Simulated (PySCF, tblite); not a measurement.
**C2H10F3PSi3: geometry, infrared bands and NMR shifts**

What infrared bands and NMR shifts should C2H10F3PSi3 (`FC(F)(F)C[SiH2]P[SiH2][SiH3]`) show?

Computed with tblite 0.8.0 and PySCF 2.14.0, with density-fitted response routines of our own, on a single molecule in the gas phase. Atoms count from 0, in the outputs and in this text.

### 1 The molecule as given

19 atoms, charge 0, multiplicity 1; geometry from: force field or distance geometry start.

Bonds of the start (Å): F0–C1 1.34, C1–F2 1.35, C1–F3 1.35, C1–C4 1.52, C4–Si5 1.84, Si5–P6 2.23, P6–Si7 2.22, Si7–Si8 2.30, C4–H9 1.10, C4–H10 1.09, Si5–H11 1.48, Si5–H12 1.48, P6–H13 1.41, Si7–H14 1.49, Si7–H15 1.49, Si8–H16 1.48, Si8–H17 1.49, Si8–H18 1.49.

### 2 Geometry optimisation with GFN2-xTB

The job: settings as JSON, then the geometry in Å.

```
{"job": {"kind": "relax", "xc": "GFN2-xTB", "basis": "xTB"}, "charge": 0, "multiplicity": 1}
F     -4.306100     1.760600     0.100200
C     -3.295600     0.973400    -0.297500
F     -3.739200    -0.304000    -0.288000
F     -2.979700     1.316400    -1.564000
C     -2.122900     1.140700     0.653800
Si    -0.679100     0.096100     0.192900
P      0.967800     0.461200     1.645000
Si     2.336600    -1.138400     0.935700
Si     3.319000    -0.715700    -1.103100
H     -1.834100     2.197500     0.655600
H     -2.451200     0.903100     1.663400
H     -0.152300     0.446100    -1.140800
H     -1.019000    -1.342000     0.253500
H      0.420600    -0.241400     2.744300
H      1.553100    -2.402800     0.900100
H      3.369400    -1.293700     1.992900
H      4.258100    -1.799100    -1.471100
H      2.277800    -0.621800    -2.168800
H      4.066900     0.573300    -1.063500
```

Started as:

```
$ OMP_NUM_THREADS=1 python probes_run.py task.json out
```

One launch serves the whole session: the jobs run in the order shown.

**Question.** This job is followed by: GFN2-xTB harmonic vibrations, gas phase; GIAO PBE0/pcSseg-1 NMR shielding, non-relativistic, gas phase. What will the session give for the following? strongest single infrared mode (GFN2-xTB); zero-point energy (GFN2-xTB); 13C shifts against TMS (PBE0/pcSseg-1); 1H shifts against TMS (PBE0/pcSseg-1, means over atoms taken as alike); 19F shifts against CFCl3 (PBE0/pcSseg-1, means over atoms taken as alike); 29Si shifts against TMS (PBE0/pcSseg-1); 31P shifts against H3PO4 (PBE0/pcSseg-1).

As calculated:

```
                                                                 quantity                             value
                                strongest single infrared mode (GFN2-xTB)              689 cm⁻¹, 368 km/mol
                                             zero-point energy (GFN2-xTB)                     67.2 kcal/mol
                                   13C shifts against TMS (PBE0/pcSseg-1)                   136.2, 24.8 ppm
   1H shifts against TMS (PBE0/pcSseg-1, means over atoms taken as alike)  4.60, 4.31, 3.54, 1.77, 0.60 ppm
19F shifts against CFCl3 (PBE0/pcSseg-1, means over atoms taken as alike)                         -72.3 ppm
                                  29Si shifts against TMS (PBE0/pcSseg-1)          -44.5, -90.2, -117.5 ppm
                                 31P shifts against H3PO4 (PBE0/pcSseg-1)                        -326.8 ppm
```

Over 68 steps the energy fell by 0.207 eV; of the close pairs, C4–Si5 changed most, 1.841 to 1.910 Å. The lowest mode is slightly imaginary (10i cm⁻¹), a soft motion within the noise of the Hessian, so the minimum is not strictly shown. The strongest single mode, at 689 cm⁻¹, has its largest shares on H12, H11 and H13 (the list is cut at 3 atoms). Unscaled tight-binding wavenumbers are off by several per cent, some by more. Its intensities can rank the bands wrongly. At PBE0/pcSseg-1: Shielding is most anisotropic at F0, F2, F3 (span 182 ppm, paramagnetic term -229 ppm).
